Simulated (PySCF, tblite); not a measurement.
**B2F3GeH3: geometry, infrared bands, NMR shifts and spin-spin couplings**

What infrared bands, NMR shifts and spin-spin couplings should B2F3GeH3 (`FB(F)[B](F)[GeH3]`) show?

Computed with tblite 0.8.0 and PySCF 2.14.0, with density-fitted response routines of our own, on a single molecule in the gas phase. Atoms count from 0, in the outputs and in this text.

### Step 1. The starting structure

9 atoms, charge 0, multiplicity 1; geometry from: force field or distance geometry start.

Bonds of the start (Å): F0–B1 1.45, B1–F2 1.47, B1–B3 1.66, B3–F4 1.43, B3–Ge5 2.01, Ge5–H6 1.56, Ge5–H7 1.53, Ge5–H8 1.55.

### Step 2. Optimising the geometry with GFN2-xTB

Job settings and geometry (Å):

```
{"job": {"kind": "relax", "xc": "GFN2-xTB", "basis": "xTB"}, "charge": 0, "multiplicity": 1}
F      1.542500     1.764300     0.645400
B      1.591000     0.364100     0.276700
F      2.925500    -0.247800     0.371300
B      0.448200    -0.316500    -0.711600
F      0.901200    -1.293900    -1.651500
Ge    -1.496100    -0.129300    -0.234700
H     -1.707300     1.167600     0.601900
H     -1.946100    -1.392600     0.510400
H     -2.245300     0.090100    -1.570800
```

The run is started by

```
$ OMP_NUM_THREADS=1 python probes_run.py task.json out
```

This one command runs all jobs of the session in turn.

**Question.** This job is followed by: GFN2-xTB harmonic vibrations, gas phase; GIAO PBE0/pcSseg-1 NMR shielding, non-relativistic, gas phase; B3LYP/pcJ-1 Ge:pcSseg-1 indirect spin-spin coupling, non-relativistic, gas phase. Predict these results of the whole session: strongest single infrared mode (GFN2-xTB); zero-point energy (GFN2-xTB); ¹H shifts against TMS (PBE0/pcSseg-1, means over atoms taken as alike); ¹⁹F shifts against CFCl3 (PBE0/pcSseg-1, means over atoms taken as alike); ¹¹B shifts against BF3·OEt2 (PBE0/pcSseg-1); ⁷³Ge shifts against GeMe4 (PBE0/pcSseg-1); largest coupling of the table (B3LYP/pcSseg-1+pcJ-1).

The runs gave:

| quantity | value |
| --- | --- |
| strongest single infrared mode (GFN2-xTB) | 2098 cm⁻¹, 441 km/mol |
| zero-point energy (GFN2-xTB) | 23.2 kcal/mol |
| ¹H shifts against TMS (PBE0/pcSseg-1, means over atoms taken as alike) | 3.08 ppm |
| ¹⁹F shifts against CFCl3 (PBE0/pcSseg-1, means over atoms taken as alike) | 90.9, -49.4 ppm |
| ¹¹B shifts against BF3·OEt2 (PBE0/pcSseg-1) | 87.5, 23.2 ppm |
| ⁷³Ge shifts against GeMe4 (PBE0/pcSseg-1) | -375 ppm |
| largest coupling of the table (B3LYP/pcSseg-1+pcJ-1) | ¹J(B,F) B3–F4, -235.8 Hz |

**Reading.** Over 84 steps the energy fell by 1.236 eV; of the close pairs, B1–F2 changed most, 1.471 to 1.325 Å. No mode is imaginary among the 21: a minimum at this level. The strongest single mode, at 2098 cm⁻¹, moves mainly H6. GFN2-xTB is a fitted tight-binding method: band positions and strengths are rough. Its intensities can rank the bands wrongly. At PBE0/pcSseg-1: The widest tensor belongs to F4: span 838 ppm, with a paramagnetic part of -385 ppm. Of the pairs tabulated at B3LYP/pcSseg-1+pcJ-1, B3–F4 couples most strongly (-235.8 Hz; Fermi contact -134.8 Hz). Couplings across rotatable bonds belong to this one conformer; where others are populated, the observed values are averages. Density functionals describe couplings to fluorine poorly, F–F couplings above all, so those rows are rough. Spin-orbit coupling is left out, which matters for shieldings and couplings at and beside the heavy atoms.
